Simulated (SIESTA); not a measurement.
The system is Ba2Tl5V3O12.

```
Ba V Tl O
1.0
     6.48991   -6.67692   -0.04765
     6.48991    6.67692   -0.04765
    -1.96739    0.00000    5.75220
Ba V Tl O
2 3 5 12
Direct
  0.47917 0.52083 0.00000
  0.79264 0.20736 0.00000
  0.65694 0.94605 0.25735
  0.05395 0.34306 0.74265
  0.57442 0.42558 0.50000
  0.49835 0.85629 0.63726
  0.14371 0.50165 0.36274
  0.01508 0.98492 0.50000
  0.30964 0.12677 0.21892
  0.87323 0.69036 0.78108
  0.00390 0.26325 0.44275
  0.59719 0.60676 0.67706
  0.91333 0.42820 0.84635
  0.52536 0.79943 0.20594
  0.68766 0.41628 0.31356
  0.09251 0.20316 0.88601
  0.58372 0.31234 0.68644
  0.79684 0.90749 0.11399
  0.57180 0.08667 0.15365
  0.20057 0.47464 0.79406
  0.73675 0.99610 0.55725
  0.39324 0.40281 0.32294
```

The cell was built by a generator and needn't be a form met in nature.

Base run:

| Quantity | Value |
| --- | --- |
| Program | SIESTA 5.4.2 |
| Functional | PBEsol |
| Potentials or basis | PseudoDojo 0.4 standard (PBEsol files) |
| Basis | DZP (energy shift 0.003 Ry; two zetas on semicore shells; d shell added on Ba) |
| Grid cutoff | 800 Ry |
| Energy shift | 0.003 Ry |
| k mesh | 3 × 3 × 5 |
| Occupations | fermi-dirac, width 0.05 eV |
| Spin | collinear spin, ferromagnetic start |
| Starting moments | [0.0, 0.0, 2.0, 2.0, 2.0, 0.0, 0.0, 0.0, 0.0, 0.0, 0.0, 0.0, 0.0, 0.0, 0.0, 0.0, 0.0, 0.0, 0.0, 0.0, 0.0, 0.0] μB |

Its results: band gap on the k mesh 2.79 eV, indirect (least direct gap 2.85 eV); pressure -1.6 GPa; net moment 0.00 μB per cell; largest force 0.261 eV/Å.

Question: The run is repeated on the same cell with these changes: functional from PBEsol to AM05. What comes out?

Answer: Band gap on the k mesh 2.87 eV, indirect (least direct gap 2.92 eV); pressure -0.9 GPa; net moment 0.00 μB per cell; largest force 0.216 eV/Å.

Caveats: this set's barium file shifts pressures by up to 1 GPa against other sets; spin-orbit coupling is left out, which as a rule narrows the gap of such compounds by several tenths of an eV; the basis of atomic orbitals isn't converged, which shifts pressures, moduli and gaps; the potentials were made for another functional, which shifts forces and pressure (some runs).

Not every run made on this cell is shown here.
